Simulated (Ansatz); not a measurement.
Input of an Ansatz 0.2.0 run:

The input input.yaml:

```yaml
crystal:
  lattice:
    - [6.65272, 0.04946, 0.02017]
    - [2.8607, 8.36464, 0.00384]
    - [2.68279, 2.46936, 9.19569]
  atoms:
    - { symbol: Ba, position: [0.80419, 0.04665, 0.02264] }
    - { symbol: Ba, position: [0.21205, 0.95157, 0.34012] }
    - { symbol: V, position: [0.7454, 0.70796, 0.33582], spin: 2.0 }
    - { symbol: V, position: [0.25963, 0.26599, 0.03225], spin: 2.0 }
    - { symbol: V, position: [0.04074, 0.07695, 0.66106], spin: 2.0 }
    - { symbol: Tl, position: [0.25636, 0.39847, 0.35003] }
    - { symbol: Tl, position: [0.58966, 0.34866, 0.60553] }
    - { symbol: Tl, position: [0.57327, 0.88069, 0.66842] }
    - { symbol: Tl, position: [0.74552, 0.49664, 0.11648] }
    - { symbol: Tl, position: [0.11891, 0.64206, 0.74303] }
    - { symbol: O, position: [0.28433, 0.09717, 0.54175] }
    - { symbol: O, position: [0.8535, 0.49575, 0.34386] }
    - { symbol: O, position: [0.40255, 0.20448, 0.17282] }
    - { symbol: O, position: [0.88414, 0.05377, 0.55967] }
    - { symbol: O, position: [0.14017, 0.47956, 0.98899] }
    - { symbol: O, position: [0.54627, 0.73631, 0.48712] }
    - { symbol: O, position: [0.90594, 0.24279, 0.73262] }
    - { symbol: O, position: [0.61543, 0.80058, 0.18857] }
    - { symbol: O, position: [0.05538, 0.16451, 0.10164] }
    - { symbol: O, position: [0.08209, 0.90404, 0.80708] }
    - { symbol: O, position: [0.44178, 0.20123, 0.89187] }
    - { symbol: O, position: [0.94269, 0.80417, 0.30862] }
hamiltonian:
  xc: pbe
  pseudopotentials: { kind: paw }
magnetization:
  spin_polarized: true
kpoints:
  mp_grid: { grid: [3, 2, 2] }
scf:
  occupations: { method: gaussian, width: 0.01 }
output:
  forces: true
  stress: true
elastic:
  mode: relaxed_ion
  stencil: two_point
```

Potentials or basis: Ansatz PAW.

Command:

```console
$ ansatz run input.yaml --threads 8 --pin off --max-ram 20480MiB --backend cpu --events-out ev --progress --plain --runs-dir out
```

Problem. What does it give for the Voigt bulk modulus?

Solution. 14 GPa.

Problem. What does it give for the net moment?

Solution. 0.00 μB per cell.

Problem. What does it give for the band gap on the k mesh?

Solution. 2.91 eV, indirect (least direct gap 3.02 eV).

Problem. Predict the pressure.

Solution. 0.0 GPa.

Elastic tensor in Voigt notation (GPa, in the Cartesian axes of the cell as first typed):
```
24  9 12  0 -1 -4
 9 17 10 -4 -1 -3
12 10 28 -5 -2 -1
 0 -4 -5  6  1 -1
-1 -1 -2  1  5  0
-4 -3 -1 -1  0  7
```

Caveat: odd divisions of the mesh miss points on the zone boundary, where band edges often lie, so the gap on the mesh can be too wide; spin-orbit coupling is left out, which as a rule narrows the gap of such compounds by several tenths of an eV. As with any semilocal functional, this PBE gap is likely too small.
